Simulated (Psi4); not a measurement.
# Two attempts at C6H12Cl4Si4 (SMILES Cl[Si@]12C[Si@]3(Cl)C[Si@](Cl)(C1)C[Si@](Cl)(C2)C3)

Wanted: the excited states of C6H12Cl4Si4, TDA-FT97/2ZaPa-NR (density fitting, save jk yes, triplets also).

Program for the calculation: Psi4 1.11.

2 further runs of the same task are left out: 2 set aside as unsound or not needed.

## (1) Starting point

The species is C6H12Cl4Si4 (26 atoms), meant as a singlet with charge 0. SMILES: `Cl[Si@]12C[Si@]3(Cl)C[Si@](Cl)(C1)C[Si@](Cl)(C2)C3`. The shape is that of a GFN2-xTB optimisation. This is one conformer, not always the lowest.

Some bond lengths: Cl1–Si2 2.037 Å, Si2–C3 1.902 Å, C3–Si4 1.902 Å, Si4–Cl5 2.037 Å, Si4–C6 1.902 Å, C6–Si7 1.902 Å, Si7–Cl8 2.037 Å, Si2–C9 1.902 Å, Si7–C9 1.902 Å, Si7–C10 1.902 Å, C10–Si11 1.902 Å, Si11–Cl12 2.037 Å, Si2–C13 1.902 Å, Si11–C13 1.902 Å, Si4–C14 1.902 Å, Si11–C14 1.902 Å. Some angles: Cl1–Si2–C3 110.4°, Cl1–Si2–C9 110.4°, Cl1–Si2–C13 110.3°, C3–Si2–C9 108.5°, C3–Si2–C13 108.6°, C9–Si2–C13 108.6°, Si2–C3–Si4 111.3°, C3–Si4–Cl5 110.4°, C3–Si4–C6 108.6°, C3–Si4–C14 108.6°.

## (2) The input as first written

Input file run.py:

```python
import psi4

psi4.set_memory(3300000000)
psi4.set_num_threads(1)
psi4.set_output_file('output.dat', False)

mol = psi4.geometry("""
0 1
Cl    -3.958350     0.104350     0.009330
Si    -1.922420     0.050410     0.004260
C     -1.217650     1.720010    -0.573960
Si     0.684520     1.698540    -0.586800
Cl     1.409200     3.497440    -1.208930
C      1.266940     0.311990    -1.751750
Si     0.602260    -1.381130    -1.194740
Cl     1.239530    -2.844260    -2.460270
C     -1.298580    -1.308930    -1.171240
C      1.218140    -1.720050     0.572930
Si     0.635310    -0.367820     1.777430
Cl     1.308570    -0.757280     3.659720
C     -1.265970    -0.312810     1.752480
C      1.297410     1.309620     1.171540
H     -1.591910     1.954950    -1.568760
H     -1.574370     2.517640     0.075150
H     -3.958350     0.104350     0.009330
H      2.354740     0.289490    -1.785690
H     -1.674800    -1.129820    -2.176870
H     -1.701880    -2.273770    -0.869010
H      2.305040    -1.779710     0.581360
H      0.863020    -2.692720     0.908640
H     -1.623920     0.444610     2.447490
H     -1.668150    -1.259180     2.109540
H      0.986940     2.098240     1.854580
H      2.385750     1.308560     1.192410
units angstrom
""")

psi4.set_options({
    'basis': '2ZaPa-NR',
    'reference': 'rks',
    'save_jk': True,
})

from psi4.driver.procrouting.response.scf_response import tdscf_excitations
e_tot, wfn = psi4.energy('ft97', return_wfn=True)
states = tdscf_excitations(wfn, states=3, tda=True, triplets='also')
for k, s in enumerate(states, 1):
    print(f"root {k}: {s['EXCITATION ENERGY'] * 27.211386:.4f} eV  f = {s['OSCILLATOR STRENGTH (LEN)']:.4f}  {s['SYMMETRY']}")
print('E =', round(e_tot, 9))
```

Command:

```
python run.py
```

output.dat:

```text
-----------------------------------------------------------------------
                               Psi4 1.11 release

    h
    h
    h

    -----------------------------------------------------------------------

    Memory:     3.1 GiB
    Threads:    1
                ecpint, einsums, f̶o̶r̶t̶e̶, gauxc, gcp, g̶d̶m̶a̶, geometric, g̶p̶u̶_̶d̶f̶c̶c̶,
                i̶n̶t̶e̶g̶r̶a̶t̶o̶r̶x̶x̶, i̶p̶i̶, libefp, m̶d̶i̶, m̶p̶2̶d̶, m̶r̶c̶c̶, ooo,
                o̶p̶e̶n̶f̶e̶r̶m̶i̶o̶n̶p̶s̶i̶4̶, pcmsolver, p̶s̶i̶4̶f̶o̶c̶k̶c̶i̶, p̶s̶i̶x̶a̶s̶,
                p̶y̶e̶i̶n̶s̶u̶m̶s̶, r̶e̶s̶p̶, s̶i̶m̶i̶n̶t̶, s̶n̶s̶m̶p̶2̶,
                v̶2̶r̶d̶m̶_̶c̶a̶s̶s̶c̶f̶
```

Standard output:

```text
Traceback (most recent call last):
  File "run.py", line 7, in <module>
    mol = psi4.geometry("""
qcelemental.exceptions.ValidationError: Following atoms are too close: [(0, np.int64(16), np.float64(0.0))]
```

Run time: 1.4 s. Hardware: 1 thread of Intel Xeon Platinum 8259CL at 2.50GHz (Skylake/Cascade Lake), shared host; peak memory 0.13 GiB.

## (3) Reading the log

The program refused the input.

The telling line is `qcelemental.exceptions.ValidationError: Following atoms are too close: [(0, np.int64(16), np.float64(0.0))]`. What is wrong: two atoms lie on top of or far too near each other. As the program read them, the closest atoms are 0.00 Å apart, against 1.09 Å in the sound input.

## (4) Second attempt

Input file c6h12cl4si4.xyz:

```xyz
26
C6H12Cl4Si4
Cl    -3.958350     0.104350     0.009330
Si    -1.922420     0.050410     0.004260
C     -1.217650     1.720010    -0.573960
Si     0.684520     1.698540    -0.586800
Cl     1.409200     3.497440    -1.208930
C      1.266940     0.311990    -1.751750
Si     0.602260    -1.381130    -1.194740
Cl     1.239530    -2.844260    -2.460270
C     -1.298580    -1.308930    -1.171240
C      1.218140    -1.720050     0.572930
Si     0.635310    -0.367820     1.777430
Cl     1.308570    -0.757280     3.659720
C     -1.265970    -0.312810     1.752480
C      1.297410     1.309620     1.171540
H     -1.591910     1.954950    -1.568760
H     -1.574370     2.517640     0.075150
H      0.940640     0.521650    -2.768830
H      2.354740     0.289490    -1.785690
H     -1.674800    -1.129820    -2.176870
H     -1.701880    -2.273770    -0.869010
H      2.305040    -1.779710     0.581360
H      0.863020    -2.692720     0.908640
H     -1.623920     0.444610     2.447490
H     -1.668150    -1.259180     2.109540
H      0.986940     2.098240     1.854580
H      2.385750     1.308560     1.192410
```

Input file job.py:

```python
import psi4

psi4.set_memory(3300000000)
psi4.set_num_threads(1)
psi4.core.set_output_file('output.dat', False)

with open('c6h12cl4si4.xyz') as f:
    atoms = ''.join(f.readlines()[2:])
m = psi4.geometry('0 1\n' + atoms + '')

options = {'basis': '2ZaPa-NR', 'reference': 'rks', 'save_jk': True}
psi4.set_options(options)

from psi4.driver.procrouting.response.scf_response import tdscf_excitations
E, wfn = psi4.energy("ft97", return_wfn=True)
states = tdscf_excitations(wfn, states=3, tda=True, triplets='also')
for k, s in enumerate(states, 1):
    print(f"root {k}: {s['EXCITATION ENERGY'] * 27.211386:.4f} eV  f = {s['OSCILLATOR STRENGTH (LEN)']:.4f}  {s['SYMMETRY']}")
print('E =', round(E, 9))
```

Command:

```
python job.py
```

output.dat (excerpt; [...] marks lines left out):

```text
[...]
  Running in c1 symmetry.
[...]
  Nuclear repulsion = 2029.806281510168901
[...]
  Multiplicity = 1
[...]
  Nalpha       = 86
  Nbeta        = 86
[...]
    Number of basis functions: 396
[...]
   @DF-RKS iter   1: -3232.63137951853241    2.14494e+00   4.87308e-03 ADIIS/DIIS
[...]
   @DF-RKS iter  10: -3234.67650176270809   -1.35411e-07   3.38378e-07 DIIS
[...]
  @DF-RKS Final Energy: -3234.67650176270809
   => Energetics <=
    Nuclear Repulsion Energy =           2029.8062815101689011
    One-Electron Energy =               -8513.4801007211826800
    Two-Electron Energy =                3482.8372605521062724
    DFT Exchange-Correlation Energy =    -233.8399431038012324
    Empirical Dispersion Energy =           0.0000000000000000
    VV10 Nonlocal Energy =                  0.0000000000000000
    Total Energy =                      -3234.6765017627080852
[...]
 Multipole Moments:
 ------------------------------------------------------------------------------------
     Multipole            Electronic (a.u.)      Nuclear  (a.u.)        Total (a.u.)
 ------------------------------------------------------------------------------------
 L = 1.  Multiply by 2.5417464519 to convert [e a0] to [Debye]
 Dipole X            :         -0.0039313            0.0029304           -0.0010009
 Dipole Y            :          0.0004086           -0.0004369           -0.0000283
 Dipole Z            :         -0.0001810            0.0001737           -0.0000073
 Magnitude           :                                                    0.0010013
[...]
**********                               WARNING                                **********
**********       The names of excited state variables changed between 1.5       **********
[...]
**********                               WARNING                                **********
**********  Length-gauge rotatory strengths are **NOT** gauge-origin invariant  **********
[...]
                                    Excitation Energy         Total Energy        Oscillator Strength             Rotatory Strength
[...]
Excited State    1 (3 A):   0.19707 au   231.20 nm f = 0.0000
[...]
Excited State    2 (1 A):   0.20343 au   223.98 nm f = 0.0000
[...]
Excited State    3 (1 A):   0.20344 au   223.97 nm f = 0.0000
[...]
**********                               WARNING                                **********
**********       The names of excited state variables changed between 1.5       **********
[...]
```

Standard output:

```text
root 1: 5.3627 eV  f = 0.0000  A
root 2: 5.5355 eV  f = 0.0000  A
root 3: 5.5358 eV  f = 0.0000  A
E = -3234.676501763
```

It took 14 min on 1 thread of Intel Xeon Platinum 8259CL at 2.50GHz (Skylake/Cascade Lake), shared host; peak memory 2.1 GiB.

The roots found:

| excited state | energy (eV) | strength | label |
| --- | --- | --- | --- |
| 1 | 5.363 | 0.0000 | A 3 |
| 2 | 5.536 | 0.0000 | A 1 |
| 3 | 5.536 | 0.0000 | A 1 |

## (5) Summary of results

At TDA-FT97/2ZaPa-NR (density fitting, save jk yes, triplets also):

```
                               quantity           value
      ground-state or mean-field energy  -3234.67650 Eh
 dipole moment (FT97 Kohn–Sham density)          0.00 D
  HOMO energy (FT97 Kohn–Sham orbitals)        -6.89 eV
  LUMO energy (FT97 Kohn–Sham orbitals)        -1.43 eV
HOMO–LUMO gap (FT97 Kohn–Sham orbitals)         5.46 eV
               lowest excitation energy         5.36 eV
```
